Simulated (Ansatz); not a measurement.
**AuF (SMILES [F][Au]): single points off equilibrium**

A test off equilibrium: a structure displaced at random from a GFN2-xTB minimum is computed at several levels, and each is set against CCSD(T).

Computed with Ansatz 0.2.0, Gaussian basis. Level: single points in def2-TZVPP.

Correlated methods freeze the cores. Filled d shells of the heavier atoms are correlated. Core potentials replace the inner electrons past krypton, and spin-orbit coupling is left out.

## (1) Where the work starts

SMILES `[F][Au]`, 2 atoms, charge 0, spin multiplicity 1.

Atoms are counted from 1 here; the program's logs count them from 0.

Bond lengths: F1–Au2 1.942 Å.

Geometry (Å):

```
F     0.8396   -0.3290    0.4225
Au   -0.8020    0.2733   -0.4213
```

## (2) CCSD(T)/def2-TZVPP

File run/in.yaml:

```yaml
crystal:
  periodic: [false, false, false]
  atoms:
    - {symbol: F, position_ang: [0.839600, -0.329000, 0.422500]}
    - {symbol: Au, position_ang: [-0.802000, 0.273300, -0.421300]}
basis:
  gaussian: {orbitals: def2-TZVPP}
correlation: {method: ccsd_t}
output: {forces: true}
```

The command line of these runs was not kept.

## (3) PBE0-D4/def2-TZVPP

run/in.yaml, as its differences from that of step 2:

```diff
@@ -7,3 +7,3 @@
   gaussian: {orbitals: def2-TZVPP}
-correlation: {method: ccsd_t}
-output: {forces: true}
+hamiltonian: {xc: pbe0, dispersion: d4}
+output: {forces: true, orbitals: {seedname: orbitals}}
```

## (4) wB97M-V/def2-TZVPP

run/in.yaml, as its differences from that of step 3:

```diff
@@ -7,3 +7,3 @@
   gaussian: {orbitals: def2-TZVPP}
-hamiltonian: {xc: pbe0, dispersion: d4}
-output: {forces: true, orbitals: {seedname: orbitals}}
+hamiltonian: {xc: {name: wB97M-V}}
+output: {forces: true}
```

## (5) r2SCAN-D4/def2-TZVPP

run/in.yaml, as its differences from that of step 4:

```diff
@@ -7,3 +7,3 @@
   gaussian: {orbitals: def2-TZVPP}
-hamiltonian: {xc: {name: wB97M-V}}
+hamiltonian: {xc: r2scan, dispersion: d4}
 output: {forces: true}
```

## (6) PBE-D4/def2-TZVPP

run/in.yaml, as its differences from that of step 5:

```diff
@@ -7,3 +7,3 @@
   gaussian: {orbitals: def2-TZVPP}
-hamiltonian: {xc: r2scan, dispersion: d4}
+hamiltonian: {xc: pbe, dispersion: d4}
 output: {forces: true}
```

## (7) r2SCANh-D4/def2-TZVPP

run/in.yaml, as its differences from that of step 6:

```diff
@@ -7,3 +7,3 @@
   gaussian: {orbitals: def2-TZVPP}
-hamiltonian: {xc: pbe, dispersion: d4}
+hamiltonian: {xc: {name: r2SCANh}, dispersion: d4}
 output: {forces: true}
```

## (8) wB97X-V/def2-TZVPP

run/in.yaml, as its differences from that of step 7:

```diff
@@ -7,3 +7,3 @@
   gaussian: {orbitals: def2-TZVPP}
-hamiltonian: {xc: {name: r2SCANh}, dispersion: d4}
+hamiltonian: {xc: {name: wB97X-V}}
 output: {forces: true}
```

(Steps that only read results are left out.)

Before running it: what results should come out? Wanted: energy less free atoms, CCSD(T)/def2-TZVPP; RMS force component; RMS force error; HOMO and LUMO, PBE0-D4; T1 diagnostic.

**Answer**, as computed:

| quantity | value |
| --- | --- |
| energy less free atoms, CCSD(T)/def2-TZVPP | -63.9 kcal/mol |
| RMS force component | 0.012 to 0.222 eV/Å over the methods |
| RMS force error | PBE0-D4 0.015, wB97M-V 0.164, r2SCAN-D4 0.130, PBE-D4 0.104, r2SCANh-D4 0.146, wB97X-V 0.088 eV/Å |
| HOMO and LUMO, PBE0-D4 | -8.34 and -3.97 eV |
| T1 diagnostic | 0.030 |

What this shows: Against CCSD(T) the functionals' energies less atoms differ by -11.3 to -0.5 kcal/mol, PBE-D4 by -11.3 kcal/mol. A larger basis would deepen the CCSD(T) value, while the functionals are nearly converged already, so the order here is not reliable. On forces the order runs from PBE0-D4 to wB97M-V. Frozen-core CCSD(T) forces in triple zeta carry basis errors of their own, and this is one geometry, so small gaps rank nothing. The T1 diagnostic is large here, over the usual mark for main-group molecules (transition-metal compounds often pass it harmlessly), so CCSD(T) itself may be off.
